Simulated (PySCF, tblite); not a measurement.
**BGeH₅O₂P radical: geometry, infrared bands and EPR parameters**

What infrared bands and EPR parameters should BGeH₅O₂P radical (`O[B](O)[GeH][PH2]`) show?

Programs: tblite 0.8.0 and PySCF 2.14.0, with density-fitted response routines of our own. Each step states its level of theory. These are calculated values for one molecule in the gas phase, unless marked as measured. Atoms count from 0, in the outputs and in this text.

## (1) The starting structure

10 atoms, charge 0, multiplicity 2; geometry from: force field or distance geometry start.

Bonds of the start (Å): O0–B1 1.49, B1–O2 1.44, B1–Ge3 2.05, Ge3–P4 2.30, O0–H5 0.97, O2–H6 0.98, Ge3–H7 1.57, P4–H8 1.46, P4–H9 1.46.

## (2) Geometry optimisation with GFN2-xTB

What the job is given:

```
{"job": {"kind": "relax", "xc": "GFN2-xTB", "basis": "xTB"}, "charge": 0, "multiplicity": 2}
O     -1.119300    -0.737300     0.858900
B     -1.197000     0.485400     0.006100
O     -2.017400     0.352700    -1.171900
Ge     0.622800     1.373900    -0.310900
P      2.033100    -0.402200    -0.709100
H     -1.289100    -0.538200     1.794800
H     -2.477500    -0.509100    -1.184600
H      1.034700     2.109700     1.017500
H      1.321800    -1.676100    -0.607900
H      3.096900    -0.454300     0.284700
```

Command:

```bash
$ OMP_NUM_THREADS=1 python probes_run.py task.json out
```

The driver reads the jobs from task.json and runs them one after another.

**Question.** This job is followed by: GFN2-xTB harmonic vibrations, gas phase; UKS B3LYP, def2-TZVP-core on Ge, pcH-1 on B H O P, non-relativistic, mean-field spin-orbit, GIAO. What will the session give for the following? strongest single infrared mode (GFN2-xTB); zero-point energy (GFN2-xTB); g(iso) (B3LYP); ⟨S²⟩; largest a(iso) (averaged by class); potential on the surface of density 0.002 e/bohr³, 1st and 99th percentile.

As calculated:

| quantity | value |
| --- | --- |
| strongest single infrared mode (GFN2-xTB) | 1531 cm⁻¹, 993 km/mol |
| zero-point energy (GFN2-xTB) | 34.5 kcal/mol |
| g(iso) (B3LYP) | 2.01980 |
| ⟨S²⟩ | 0.753 (exact 0.75) |
| largest a(iso) (averaged by class) | 73Ge on Ge3, -178.8 MHz |
| potential on the surface of density 0.002 e/bohr³, 1st and 99th percentile | -1.07 V and 2.52 V |

In words: Over 135 steps the energy fell by 1.723 eV; of the close pairs, O0–B1 changed most, 1.493 to 1.345 Å. All 24 modes are real, so the xTB geometry is a minimum. The strongest single mode, at 1531 cm⁻¹, moves mainly H7. GFN2-xTB is a fitted tight-binding method: band positions and strengths are rough. Its intensities can rank the bands wrongly. Ge3 carries the largest spin population, 0.72 e. The isotropic g lies 17.5 ppt above the free-electron value. The hyperfine terms hold no scalar relativity, which the heavier nuclei need. The conformer search found further structures of the same energy, which may be mirror or relabelled copies of this one.
